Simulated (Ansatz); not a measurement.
Pt, space group P6_3/mmc, a test of the smearing width

Program: Ansatz 0.2.0 through its Python package.

The script, `smear.py`:
```python
# -*- coding: utf-8 -*-
"""Smearing width test for Pt."""

import ansatz
import pandas as pd
from pymatgen.core import Lattice, Structure
from pymatgen.io.ase import AseAtomsAdaptor

pmg_structure = Structure(
    Lattice([[2.76066562, 0.0, 0.0], [-1.38033281, 2.39080655, 0.0], [0.0, 0.0, 4.792134]]),
    ["Pt", "Pt"],
    [
        [2 / 3, 1 / 3, 0.75],
        [1 / 3, 2 / 3, 0.25],
    ],
)
crystal = ansatz.Crystal.from_ase(AseAtomsAdaptor.get_atoms(pmg_structure))

setup = (
    crystal.calculation()
    .functional("r2SCAN")
    .basis(650)  # cutoff of the orbital basis
    .kpoints(11, 11, 6, center="gamma")  # sampling of the Brillouin zone
    .forces()  # minus the gradient of the free energy
    .stress()
)

rows = []
for value in [0.3, 0.2, 0.1, 0.05]:
    data = setup.occupations("methfessel_paxton", width=value).run(threads=1, pin="off").report
    rows.append((value, data["free_energy_ev"] / len(data["lattice"]["sites"]), data["n_iterations"], sum(data["stress_gpa"][i][i] for i in range(3)) / 3, max(abs(f) for row in data["forces_ev_ang"] for f in row), data["n_kpoints"]))

table = pd.DataFrame(rows, columns=["width (eV)", "F/atom (eV)", "iterations", "P (GPa)", "max component (eV/A)", "k-points"])
print(table.round(5).to_string(index=False))

# differences from the last row
for row in rows[:-1]:
    shift = 1000 * (row[1] - rows[-1][1])
    print(f"{row[0]}: {shift:+.2f} meV/atom" + ("  (within 5 meV)" if abs(shift) < 5 else ""))
```

`python smear.py` gives:
```text
 width (eV)  F/atom (eV)  iterations  P (GPa)  max component (eV/A)  k-points
       0.30 -12536.71561           6 -6.28165                   0.0        64
       0.20 -12536.71366           6 -6.33237                   0.0        64
       0.10 -12536.71221           6 -6.35695                   0.0        64
       0.05 -12536.71175           6 -6.36529                   0.0        64
0.3: -3.86 meV/atom  (within 5 meV)
0.2: -1.90 meV/atom  (within 5 meV)
0.1: -0.46 meV/atom  (within 5 meV)
```

Going from 0.05 to 0.3 eV changes F by -3.9 meV an atom. This scheme is built to cancel the term in the square of the width, but that needs a smooth density of states and a fine mesh, and here a sizeable shift remains. The pressure moves from -6.37 to -6.28 GPa.

For a metal this k-point mesh is coarse: on a finer one energies can move by several to tens of meV an atom and pressures by half a GPa or more, differences at one mesh by less. Forces vanish by symmetry here and test nothing. The narrowest width needs the finest mesh, so the last row is no converged reference. Pressure is positive in compression. Spin-orbit coupling, which matters for elements this heavy, is left out. At these settings the cell as given stands under about -6 GPa, so it isn't at this functional's equilibrium volume. This isn't the structure that Pt takes at ambient conditions. Finished in 28 s on 1 thread of Arm Neoverse V1, on a shared host, peak memory 0.6 GiB.
